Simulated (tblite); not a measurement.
# C6H12P2: the cost of one run

Programs: tblite 0.8.0 and PySCF 2.14.0, with density-fitted response routines of our own. Each step states its level of theory. These are calculated values for one molecule, in the gas phase or a continuum, unless marked as measured. Atoms are numbered from 0 throughout.

## 1. The starting structure

20 atoms, charge 0, multiplicity 1; geometry from: force field or distance geometry start.

Bonds of the start (Å): C0–C1 1.21, C1–P2 1.82, P2–P3 2.17, P2–C4 1.85, C4–C5 1.48, C4–C6 1.53, C4–C7 1.51, C0–H8 1.07, P3–H9 1.45, P3–H10 1.44, C5–H11 1.12, C5–H12 1.13, C5–H13 1.10, C6–H14 1.12, C6–H15 1.10, C6–H16 1.10, C7–H17 1.10, C7–H18 1.13, C7–H19 1.10.

## 2. Relaxing the molecule with GFN2-xTB

Job settings and geometry (Å):

```
{"job": {"kind": "relax", "xc": "GFN2-xTB", "basis": "xTB"}, "charge": 0, "multiplicity": 1}
C      1.939700     2.523800     1.283500
C      1.594800     1.637900     0.532700
P      1.094700     0.272300    -0.558500
P      2.479600    -1.399700    -0.515400
C     -0.655400    -0.187300    -0.177200
C     -0.854000    -1.526100     0.429800
C     -1.170600     0.839500     0.828500
C     -1.442600    -0.088300    -1.456300
H      2.224800     3.316800     1.939300
H      2.546000    -1.985200    -1.838100
H      3.811800    -0.939700    -0.209400
H     -1.953100    -1.656400     0.628700
H     -0.388100    -1.626100     1.449000
H     -0.557800    -2.375100    -0.207400
H     -0.786500     1.821600     0.450800
H     -2.261300     0.787100     0.937200
H     -0.686600     0.663400     1.801400
H     -0.800300     0.224900    -2.289300
H     -2.194700     0.736200    -1.290800
H     -1.945400    -1.028700    -1.741600
```

Launch:

```
$ OMP_NUM_THREADS=1 python probes_run.py task.json out
```

This one command runs all jobs of the session in turn.

**Question.** How long does this first job take on 1 thread of Arm Neoverse V2, shared host, and how much memory does it need?

About 1.3 s, with a peak of 0.18 GiB.
